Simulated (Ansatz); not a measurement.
**C3H6O2Si: molecular dynamics**

The plan is to follow the molecule's vibrations and see whether its bonds hold. The start is relaxed first. Runs: 600 steps of 0.25 fs at constant energy, with velocities drawn for 400 K. SMILES of the start: COC#CO[SiH3].

All numbers below are computed with Ansatz 0.2.0 (RHF/STO-3G).

## (1) Starting point

Bond lengths: C1–O2 1.480 Å, O2–C3 1.359 Å, C3–C4 1.122 Å, C4–O5 1.394 Å, O5–Si6 1.672 Å, C1–H7 1.113 Å, C1–H8 1.033 Å, C1–H9 1.113 Å, Si6–H10 1.470 Å, Si6–H11 1.514 Å, Si6–H12 1.464 Å. Angles (14 of 16 angles, heavy atoms first): C1–O2–C3 111.5°, O2–C3–C4 176.4°, C3–C4–O5 175.9°, C4–O5–Si6 117.0°, O2–C1–H7 107.4°, O2–C1–H8 111.9°, O2–C1–H9 104.5°, O5–Si6–H10 111.1°, O5–Si6–H11 110.4°, O5–Si6–H12 108.2°, H7–C1–H8 111.9°, H7–C1–H9 108.5°, H8–C1–H9 112.2°, H10–Si6–H11 108.9°.

Coordinates:

```xyz
12

C     2.7739    0.2271    0.9436
O     1.4130    0.7095    1.2676
C     0.4907    0.2204    0.3983
C    -0.2178   -0.2098   -0.3579
O    -1.1730   -0.7261   -1.2329
Si   -2.7643   -0.2852   -0.9676
H     3.0377    0.6232   -0.0630
H     2.8356   -0.8030    0.9800
H     3.4299    0.7147    1.6985
H    -2.9276    1.1741   -1.0310
H    -3.2286   -0.7718    0.3886
H    -3.5924   -0.9281   -1.9901
```

## (2) Preparing the start

The input, input.yaml:

```yaml
crystal:
  periodic: [false, false, false]
  atoms:
    - { symbol: C, position_ang: [2.7739, 0.2271, 0.9436] }
    - { symbol: O, position_ang: [1.413, 0.7095, 1.2676] }
    - { symbol: C, position_ang: [0.4907, 0.2204, 0.3983] }
    - { symbol: C, position_ang: [-0.2178, -0.2098, -0.3579] }
    - { symbol: O, position_ang: [-1.173, -0.7261, -1.2329] }
    - { symbol: Si, position_ang: [-2.7643, -0.2852, -0.9676] }
    - { symbol: H, position_ang: [3.0377, 0.6232, -0.063] }
    - { symbol: H, position_ang: [2.8356, -0.803, 0.98] }
    - { symbol: H, position_ang: [3.4299, 0.7147, 1.6985] }
    - { symbol: H, position_ang: [-2.9276, 1.1741, -1.031] }
    - { symbol: H, position_ang: [-3.2286, -0.7718, 0.3886] }
    - { symbol: H, position_ang: [-3.5924, -0.9281, -1.9901] }
basis:
  gaussian: { orbitals: STO-3G }
hamiltonian:
  xc: hf
relax:
  f_tol: 0.02
  max_steps: 40
scf:
  lower_state_search: "off"
```

Run with:

```bash
$ ansatz run input.yaml --threads 1 --pin off --max-ram 2048MiB --backend cpu --events-out ev --progress --plain --runs-dir out
```

After this run come: The run.

What does the calculation give? Wanted: relaxation of the start; temperature, first and last step; temperature, second half; potential energy, second half; largest change of the total energy; bonds formed or broken.

As calculated:

| quantity | value |
| --- | --- |
| relaxation of the start | 6 moves, 0.663 eV lower |
| length | 600 steps of 0.25 fs |
| temperature, first and last step | 400 and 129 K |
| temperature, second half | mean 204 K, from 129 to 268 K |
| potential energy, second half | +21 meV/atom from the start |
| largest change of the total energy | 0.07 meV/atom |
| bonds formed or broken | 0 |

**Reading.** The temperature starts at 400 K and averages 204 K in the second half, where it ranges from 129 to 268 K; a mean near half the start is what vibrations about a minimum give, since they share energy equally between motion and strain. The total energy strays from its start by at most 0.07 meV/atom, 0.3 % of the mean kinetic energy, which is good for a step of 0.25 fs. The bonding pattern survives the run. 150 fs on 12 atoms is far too short and small for converged averages. The nuclei move classically, without zero-point motion, which matters most for hydrogen. The basis is very small, so the numbers are rough.
